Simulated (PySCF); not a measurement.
# C4H6F2O2Si: the cost of one run

Programs: PySCF 2.14.0, with density-fitted response routines of our own. Each step states its level of theory. These are calculated values for one molecule in the gas phase, unless marked as measured. Atoms are numbered from 0 throughout.

### Step 1. Starting geometry

15 atoms, charge 0, multiplicity 1; geometry from: GFN2-xTB.

Bonds of the start (Å): C0–O1 1.40, O1–Si2 1.61, Si2–C3 1.91, C3–C4 1.46, C4–O5 1.21, C3–C6 1.32, C6–F7 1.33, C6–F8 1.32, C0–H9 1.09, C0–H10 1.09, C0–H11 1.09, Si2–H12 1.46, Si2–H13 1.45, C4–H14 1.11.

### Step 2. Ultraviolet spectrum: CAM-B3LYP/def2-SVPD

Job settings and geometry (Å):

```
{"job": {"kind": "uv", "xc": "CAM-B3LYP", "basis": "def2-SVPD", "nstates": 8, "ntriplets": 3}, "charge": 0, "multiplicity": 1}
C      2.235618     0.333193    -0.944265
O      1.215431    -0.630703    -0.956262
Si     0.237306    -1.242985     0.160071
C     -1.140323    -0.006589     0.650521
C     -0.711958     1.288625     1.167114
O      0.449068     1.576061     1.323191
C     -2.433019    -0.269590     0.537899
F     -3.430060     0.549142     0.858195
F     -2.948730    -1.403577     0.095362
H      1.985171     1.166589    -0.287705
H      3.166080    -0.123640    -0.601527
H      2.366277     0.693113    -1.965315
H      0.874413    -1.605636     1.425283
H     -0.354670    -2.323711    -0.607073
H     -1.515018     2.007695     1.410358
```

Level: TDDFT CAM-B3LYP/def2-SVPD, vertical, gas phase, core orbitals frozen in the response.

Run with:

```
$ OMP_NUM_THREADS=1 python probes_run.py task.json out
```

This one command runs all jobs of the session in turn.

Q: Estimate the wall time and peak memory of this job on 1 thread of Arm Neoverse N1, shared host.

About 2.2 min, with a peak of 1.1 GiB.
